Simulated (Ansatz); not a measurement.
This script drives the Ansatz DFT code, driven from Python.

The script, `jij_feo2.py`:
```python
import ansatz as az
import numpy as np

KMESH = (5, 5, 5)
SIGMA = 0.02


def main() -> None:
    lattice = az.Lattice.of(
        [1.495854, 0.863632, 4.921139],
        [-1.495854, 0.863632, 4.921139],
        [0.0, -1.727263, 4.921139],
    )
    sites = [
        ("Fe", [0.5, 0.5, 0.5]),
        ("O", [0.767916, 0.767916, 0.767916]),
        ("O", [0.232084, 0.232084, 0.232084]),
    ]
    structure = az.Crystal(lattice=lattice)
    for symbol, position in sites:
        structure = structure.atom(symbol, position)
    structure = structure.moments(Fe=4.5)

    calculation = (
        structure.calculation()
        .functional(az.Functional.PBESOL)
        .kpoints(mesh=KMESH, shift=0.5)
        .occupations(az.OccupationsMethod.FERMI_DIRAC, width=SIGMA)
        .spin(az.SpinTreatment.COLLINEAR)
        .eigenstates(nscf_kmesh=(7, 7, 7))
        .exchange_couplings(magnetic=["Fe"])
    )
    couplings = calculation.run().exchange_couplings().to_plain()
    for atom in couplings["atoms"]:
        print(atom["site"]["symbol"], atom["role"], "moment", round(atom["moment_mub"], 3), "muB")
    shells = {}
    for pair in couplings["pairs"]:
        key = (pair["site"], pair["partner"], round(float(np.linalg.norm(pair["displacement_ang"])), 2))
        shells.setdefault(key, []).append(1000 * pair["coupling_ev"])
    print("site partner distance (A)  count  mean J (meV)")
    for (i, j, d), values in sorted(shells.items(), key=lambda item: item[0][2])[:6]:
        print(f"{i:4d} {j:7d} {d:12.2f} {len(values):6d} {np.mean(values):13.3f}")
    print("mean-field order:", couplings["mean_field_order"])


if __name__ == "__main__":
    main()
```

It is started by `python jij_feo2.py`. Estimate its wall time and peak memory on 1 thread of Intel(R) Xeon(R) Platinum 8488C (Sapphire Rapids), with other jobs on the host.

It took about 61 s, with a peak of 0.9 GiB, for 1 run of the engine.

```console
$ python jij_feo2.py
DeckWarning: basis.ecutwfc = 420 eV, auto-derived from the records' recommended cutoffs: set by Fe (normal level)
DeckWarning: where an SCF of this run starts from atoms to list the orders of its open shells, Fe (site 0, from 0) starts with 4.00 μB on its 3d shell, in the place of the 4.50 μB that the deck gives [...]
Fe magnetic moment 1.973 muB
O relaxed moment 0.013 muB
O relaxed moment 0.013 muB
site partner distance (A)  count  mean J (meV)
   0       0         2.99      6        -0.788
   0       0         5.18      6        -0.378
   0       0         5.22      6         0.023
   0       0         5.98      6         1.463
   0       0         6.01      6         0.026
   0       0         6.72     12         0.012
mean-field order: {'temperature_k': 68.6356478934279, 'q_frac': [0.2857142857142857, 0.2857142857142857, -0.2857142857142857]}
```
(Warnings from the package without file and line, shortened.)

What to keep in mind:
- The settings weren't tested for convergence.
- The magnetic order follows from the starting moments and needn't be the lowest.
- For a metal this mesh is far too coarse, so the numbers only illustrate the procedure.
- With one magnetic atom the cell can hold only ferromagnetic order.
- Without a Hubbard U or exact exchange, semilocal functionals often make such 3d compounds metallic or too weakly gapped.
- This cell is a computed structure, which may not be the phase found in nature.
- Couplings oscillate with the k-mesh and hold for small turns from this magnetic state; mean-field temperatures overestimate ordering, and where the couplings favour a wavevector other than zero the state started from isn't the stable order.

(Lines on the test bed's own set-up are left out of the output.)
